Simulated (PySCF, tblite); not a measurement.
# C6H10O4S: geometry, infrared bands and NMR shifts

What infrared bands and NMR shifts should C6H10O4S (`CS(=O)(=O)[C@@H]1CCCOC1=O`) show?

Computed with tblite 0.8.0 and PySCF 2.14.0, with density-fitted response routines of our own, on a single molecule in the gas phase. Atoms are numbered from 0 throughout.

## (1) The starting structure

21 atoms, charge 0, multiplicity 1; geometry from: force field or distance geometry start.

Bonds of the start (Å): C0–S1 1.79, S1–O2 1.43, S1–O3 1.45, S1–C4 1.79, C4–C5 1.53, C5–C6 1.51, C6–C7 1.51, C7–O8 1.43, O8–C9 1.34, C9–O10 1.23, C9–C4 1.50, C0–H11 1.09, C0–H12 1.07, C0–H13 1.09, C4–H14 1.09, C5–H15 1.11, C5–H16 1.09, C6–H17 1.09, C6–H18 1.10, C7–H19 1.10, C7–H20 1.10.

## (2) Geometry optimisation with GFN2-xTB

Job settings and geometry (Å):

```
{"job": {"kind": "relax", "xc": "GFN2-xTB", "basis": "xTB"}, "charge": 0, "multiplicity": 1}
C      2.872900     0.664700    -0.190100
S      1.497200    -0.348400    -0.721400
O      0.933600     0.244600    -1.895100
O      2.004200    -1.708000    -0.773500
C      0.303600    -0.298200     0.618200
C     -0.861600    -1.255900     0.383900
C     -1.902300    -0.656000    -0.536600
C     -2.362400     0.663500     0.048100
O     -1.287100     1.548600     0.376500
C     -0.094100     1.129100     0.823700
O      0.677500     1.918800     1.360000
H      2.577400     1.715400    -0.248400
H      3.694500     0.482600    -0.858600
H      3.152100     0.387300     0.824100
H      0.834900    -0.624600     1.510700
H     -1.330400    -1.470300     1.366700
H     -0.511200    -2.211800    -0.010400
H     -1.487100    -0.510100    -1.532600
H     -2.752200    -1.339900    -0.635600
H     -2.953800     0.505100     0.960000
H     -3.014700     1.180500    -0.672900
```

Launch:

```console
> OMP_NUM_THREADS=1 python probes_run.py task.json out
```

The driver reads the jobs from task.json and runs them one after another.

**Question.** This job is followed by: GFN2-xTB harmonic vibrations, gas phase; GIAO PBE0/pcSseg-1 NMR shielding, non-relativistic, gas phase. What will the session give for the following? strongest single infrared mode (GFN2-xTB); zero-point energy (GFN2-xTB); ¹³C shifts against TMS (PBE0/pcSseg-1); ¹H shifts against TMS (PBE0/pcSseg-1, means over atoms taken as alike); ³³S shifts against CS2 (PBE0/pcSseg-1); ¹⁷O shifts against H2O (PBE0/pcSseg-1); surface potential, 1st and 99th percentile.

**Answer**, as computed:

| quantity | value |
| --- | --- |
| strongest single infrared mode (GFN2-xTB) | 1255 cm⁻¹, 487 km/mol |
| zero-point energy (GFN2-xTB) | 100.6 kcal/mol |
| ¹³C shifts against TMS (PBE0/pcSseg-1) | 169.5, 72.2, 68.9, 46.0, 23.5, 22.1 ppm |
| ¹H shifts against TMS (PBE0/pcSseg-1, means over atoms taken as alike) | 4.75, 4.36, 3.37, 3.30, 3.07, 2.98, 1.86, 1.30 ppm |
| ³³S shifts against CS2 (PBE0/pcSseg-1) | 313 ppm |
| ¹⁷O shifts against H2O (PBE0/pcSseg-1) | 460.4, 223.3, 220.2, 217.0 ppm |
| surface potential, 1st and 99th percentile | -1.65 V and 1.53 V |

In words: Relaxing lowered the energy by 0.231 eV in 101 steps; the close pair that moved most is S1–C4, from 1.795 to 1.860 Å. All 57 modes are real, so the xTB geometry is a minimum. The strongest single mode, at 1255 cm⁻¹, is spread over several atoms, S1, O2, O3 among them. Unscaled tight-binding wavenumbers are off by several per cent, some by more. Its intensities can rank the bands wrongly. At PBE0/pcSseg-1: Shielding is most anisotropic at O10 (span 699 ppm, paramagnetic term -527 ppm). At PBE0/pcSseg-1, counted by nearest atom on the grid, the HOMO lies on O10 52 %; C4 10 %, the LUMO on C9 34 %; O10 20 %.
